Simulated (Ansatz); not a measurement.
# C₂H₄FNOSi: how energies converge with the basis set

How large a basis does C₂H₄FNOSi need? Two functionals are run in growing sets.

Method: one geometry, several basis sets; program: Ansatz 0.2.0, Gaussian basis.

Plan: PBE0-D4/def2-SVP; ωB97M-V/def2-SVP; PBE0-D4/def2-QZVPP; ωB97M-V/def2-QZVPP; the functionals' def2-TZVPP values are taken from earlier runs.

## Step 1: The relaxed structure

The geometry comes from an earlier relaxation with PBE0-D4 in a triple-zeta def2 set; it is a stationary point, not always the lowest conformer.

SMILES `OC1([SiH3])N=C1F`, 10 atoms, charge 0, spin multiplicity 1.

Atoms are counted from 1 here; the program's logs count them from 0.

Bond lengths: O1–C2 1.373 Å, O1–H7 0.964 Å, C2–Si3 1.889 Å, C2–N4 1.609 Å, C2–C5 1.420 Å, Si3–H8 1.484 Å, Si3–H9 1.482 Å, Si3–H10 1.482 Å, N4–C5 1.238 Å, C5–F6 1.307 Å. Angles: C2–O1–H7 110.5°, O1–C2–Si3 111.9°, O1–C2–N4 117.1°, O1–C2–C5 121.7°, Si3–C2–N4 116.2°, Si3–C2–C5 125.1°, N4–C2–C5 47.7°, C2–Si3–H8 109.6°, C2–Si3–H9 107.2°, C2–Si3–H10 108.7°, H8–Si3–H9 110.3°, H8–Si3–H10 110.0°, H9–Si3–H10 111.0°, C2–N4–C5 58.1°, C2–C5–N4 74.2°, C2–C5–F6 147.9°, N4–C5–F6 137.7°.

As a file:

```
O     1.3486    0.1270    1.0293
C     0.3417    0.2471    0.1034
Si   -0.6744   -1.3382   -0.0405
N     0.7011    0.9895   -1.2785
C    -0.0350    1.5081   -0.4289
F    -0.6432    2.6503   -0.2442
H     1.8359    0.9554    1.1074
H    -1.3054   -1.6454    1.2670
H    -1.7134   -1.1007   -1.0704
H     0.2271   -2.4444   -0.4416
```

## Step 2: PBE0-D4 in def2-SVP

in.yaml

```yaml
crystal:
  periodic: [false, false, false]
  atoms:
    - {symbol: O, position_ang: [1.348615, 0.127029, 1.029271]}
    - {symbol: C, position_ang: [0.341689, 0.247125, 0.103359]}
    - {symbol: Si, position_ang: [-0.674383, -1.338247, -0.040535]}
    - {symbol: N, position_ang: [0.701137, 0.989450, -1.278450]}
    - {symbol: C, position_ang: [-0.035021, 1.508053, -0.428873]}
    - {symbol: F, position_ang: [-0.643248, 2.650338, -0.244162]}
    - {symbol: H, position_ang: [1.835930, 0.955387, 1.107433]}
    - {symbol: H, position_ang: [-1.305406, -1.645365, 1.266975]}
    - {symbol: H, position_ang: [-1.713403, -1.100655, -1.070435]}
    - {symbol: H, position_ang: [0.227087, -2.444416, -0.441581]}
basis:
  gaussian: {orbitals: def2-SVP}
hamiltonian: {xc: pbe0, dispersion: d4}
output: {orbitals: {seedname: orbitals}}
```

Run with:

```
$ ansatz run in.yaml --threads 4 --pin off --events-out ev --progress --plain --max-ram 10444MiB
```

Further steps of the session: ωB97M-V in def2-SVP; PBE0-D4 in def2-QZVPP; ωB97M-V in def2-QZVPP.

Before running them: what should the planned runs give, taken together? Wanted: PBE0-D4: double and triple zeta above quadruple; ωB97M-V: double and triple zeta above quadruple.

**Answer**, as computed:

| quantity | value |
| --- | --- |
| PBE0-D4: double and triple zeta above quadruple | 13.33, 0.71 eV |
| ωB97M-V: double and triple zeta above quadruple | 13.56, 0.66 eV |

**Reading.** For PBE0-D4 the step from double to triple zeta gains 12.62 eV and the next only 0.71 eV. These are total energies; as a rule much of such shifts cancels in differences, which this series doesn't test. The LUMO of ωB97M-V is positive and keeps falling with the basis (1.96 to 1.25 eV): an unbound level that the basis holds in place.
